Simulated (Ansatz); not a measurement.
# One shape, several levels: triplet BNH3F3

Wanted: a comparison of 6 runs (UHF/STO-3G, UHF/cc-pVDZ, UB3LYP/6-31G*, U-wB97M-V/cc-pVDZ, UBHLYP/cc-pVDZ, UCCSD/cc-pVDZ) of triplet BNH3F3. 

The results are computed with Ansatz 0.2.0.

## 1. The system as given

The species is BNH3F3 (8 atoms), meant as a triplet with charge 0. SMILES of the parent species: `[NH3+][B-](F)(F)F`. Geometry: relaxed at PBE0-D4/def2-TZVP. That shape belongs to the parent species and isn't relaxed for this state.

Bond lengths: N1–B2 1.674 Å, B2–F3 1.368 Å, B2–F4 1.368 Å, B2–F5 1.368 Å, N1–H6 1.015 Å, N1–H7 1.015 Å, N1–H8 1.015 Å. Some angles: N1–B2–F3 104.1°, N1–B2–F4 104.1°, N1–B2–F5 104.1°, F3–B2–F4 114.2°, F3–B2–F5 114.2°, F4–B2–F5 114.2°, B2–N1–H6 110.1°, B2–N1–H7 110.1°, B2–N1–H8 110.1°, H6–N1–H7 108.9°.

## 2. The energy at UHF/STO-3G (run 1)

File molecule.yaml:

```yaml
crystal:
  periodic: [false, false, false]
  atoms:
    - {symbol: "N", position_ang: [-0.501800, -0.052400, 0.645700]}
    - {symbol: B, position_ang: [0.531500, 0.038700, -0.668100]}
    - {symbol: F, position_ang: [1.521100, -0.860400, -0.378100]}
    - {symbol: F, position_ang: [-0.251400, -0.312100, -1.733900]}
    - {symbol: F, position_ang: [0.943600, 1.343300, -0.679400]}
    - {symbol: H, position_ang: [-1.280300, 0.587300, 0.522000]}
    - {symbol: H, position_ang: [-0.006300, 0.194600, 1.496700]}
    - {symbol: H, position_ang: [-0.864300, -0.996100, 0.739300]}
basis:
  gaussian:
    orbitals: STO-3G
magnetization:
  spin_polarized: true
  initial_magnetization: 2
hamiltonian:
  xc: hf
accuracy: high
output: {orbitals: {seedname: orbitals}}
```

Command:

```sh
$ ansatz run molecule.yaml --threads 1 --pin off --max-ram 3480MiB --events-out events.jsonl --progress --plain --runs-dir runs
```

What it wrote, cut to the lines that bear on the results:

```text
Warning: RAYON_NUM_THREADS=1 ignored (pool sized by the plan → 1); use --threads N
Functional definition: HF
  name "HF"
[...]
584 factors; integrals over basis functions are off by at most 4.0e-8 eV
[...]
mean field -10166.31194760 eV, -373.6050731005 hartree, gradient 2.2e-8 eV, S^2 2.005880; 7 other end points of the search recorded, 0 dependent functions left out
reference -10166.31194760 eV, -373.6050731005 hartree; 22, 20 occupied and 6, 8 virtual orbitals, 584 factors
Total energy: -10166.31194760 eV, -373.6050731005 hartree
```

It took 5.1 s on 1 thread of Arm Neoverse V1, shared host.

## 3. The energy at UHF/cc-pVDZ (run 2)

File in.yaml:

```yaml
crystal:
  periodic: [false, false, false]
  atoms:
    - {symbol: "N", position_ang: [-0.501800, -0.052400, 0.645700]}
    - {symbol: B, position_ang: [0.531500, 0.038700, -0.668100]}
    - {symbol: F, position_ang: [1.521100, -0.860400, -0.378100]}
    - {symbol: F, position_ang: [-0.251400, -0.312100, -1.733900]}
    - {symbol: F, position_ang: [0.943600, 1.343300, -0.679400]}
    - {symbol: H, position_ang: [-1.280300, 0.587300, 0.522000]}
    - {symbol: H, position_ang: [-0.006300, 0.194600, 1.496700]}
    - {symbol: H, position_ang: [-0.864300, -0.996100, 0.739300]}
basis:
  gaussian: {orbitals: cc-pVDZ}
accuracy: high
output: {orbitals: {seedname: orbitals}}
magnetization: {spin_polarized: true, initial_magnetization: 2}
hamiltonian: {xc: hf}
```

Command:

```sh
$ ansatz run in.yaml --threads 1 --pin off --max-ram 3480MiB --events-out events.jsonl --progress --plain --runs-dir runs
```

What it wrote:

```text
Warning: RAYON_NUM_THREADS=1 ignored (pool sized by the plan → 1); use --threads N
[... 2 set-up lines as earlier in the session ...]
  exchange = exact_x
  correlation = 0
1941 factors; integrals over basis functions are off by at most 3.2e-9 eV
mean field evaluation 1: about -10311.5259 eV, gradient 2.6e1 eV
mean field evaluation 2: about -10311.6516 eV, gradient 2.6e1 eV
mean field evaluation 4: about -10314.7861 eV, gradient 3.5e0 eV
mean field evaluation 8: about -10314.9508 eV, gradient 3.2e-1 eV
mean field evaluation 16: about -10314.9535 eV, gradient 2.9e-6 eV
mean field evaluation 32: about -10314.9483 eV, gradient 2.0e-1 eV
mean field evaluation 64: about -10314.6821 eV, gradient 1.3e0 eV
mean field evaluation 96: about -10312.4077 eV, gradient 1.7e0 eV
mean field evaluation 128: about -10311.8986 eV, gradient 2.0e1 eV
mean field -10314.95352361 eV, -379.0675502659 hartree, gradient 9.5e-8 eV, S^2 2.012210; 1 other end points of the search recorded, 0 dependent functions left out
reference -10314.95352361 eV, -379.0675502659 hartree; 22, 20 occupied and 63, 65 virtual orbitals, 1941 factors
Total energy: -10314.95352361 eV, -379.0675502659 hartree
```

Wall time 7.2 s (1 thread of Arm Neoverse V1, shared host); peak memory 0.35 GiB.

Runs 3 to 5 aren't shown in full; the table further down has their settings and results.

## 4. The energy at UCCSD/cc-pVDZ (run 6)

File in.yaml:

```yaml
crystal:
  periodic: [false, false, false]
  atoms:
    - {symbol: N, position_ang: [-0.501800, -0.052400, 0.645700]}
    - {symbol: B, position_ang: [0.531500, 0.038700, -0.668100]}
    - {symbol: F, position_ang: [1.521100, -0.860400, -0.378100]}
    - {symbol: F, position_ang: [-0.251400, -0.312100, -1.733900]}
    - {symbol: F, position_ang: [0.943600, 1.343300, -0.679400]}
    - {symbol: H, position_ang: [-1.280300, 0.587300, 0.522000]}
    - {symbol: H, position_ang: [-0.006300, 0.194600, 1.496700]}
    - {symbol: H, position_ang: [-0.864300, -0.996100, 0.739300]}
basis:
  gaussian:
    orbitals: cc-pVDZ
magnetization:
  spin_polarized: true
  initial_magnetization: 2
scf:
  omitted_lower_state_checks: [cluster_reference, increment]
accuracy: high
correlation:
  method: ccsd
  frozen_orbitals: {B: 1, F: 1, H: 0, "N": 1}
```

Command:

```sh
$ ansatz run in.yaml --threads 1 --pin off --max-ram 3480MiB --events-out events.jsonl --progress --plain --runs-dir runs
```

What it wrote:

```text
Warning: RAYON_NUM_THREADS=1 ignored (pool sized by the plan → 1); use --threads N
[... 13 lines left out ...]
5 core orbitals not correlated: weight in the atoms' cores, before any rotation towards them, 1.000 or more for the frozen orbitals, at most 0.000 for the correlated occupied ones
[... 31 lines left out ...]
Total energy: -10338.16877725 eV, -379.9206951015 hartree
Checks for a lower state left out: cluster_reference, increment
```

Run time: 1.9 min. Hardware: 1 thread of Arm Neoverse V1, shared host; peak memory 1.1 GiB.

## 5. All runs side by side

```tsv
run	level	Cartesian functions	frozen core orbitals	energy (Eh)	⟨S²⟩	wall time
1	UHF/STO-3G	no	–	-373.605073	2.006	5.1 s
2	UHF/cc-pVDZ	no	–	-379.067550	2.012	7.2 s
3	UB3LYP/6-31G* (Cartesian functions)	yes	–	-380.797556	2.005	21 s
4	U-wB97M-V/cc-pVDZ	no	–	-380.713049	2.005	2.9 min
5	UBHLYP/cc-pVDZ	no	–	-380.661447	2.009	15 s
6	UCCSD/cc-pVDZ	no	5	-379.920695	2.012	1.9 min
```

## 6. What came out

| quantity | value |
| --- | --- |
| run 6: total energy | -379.92070 Eh |
| run 6: correlation energy (5 core orbitals frozen) | -853.1 mEh |
| run 6: ⟨S²⟩ of the reference determinant | 2.012 |
| run 6: T1 diagnostic | 0.028 |

**Reading.** Totals of different functionals can't be ranked against each other. In run 1 the basis is minimal, so dipoles, gaps and forces are rough. All runs together took 5.6 min, the longest 2.9 min.
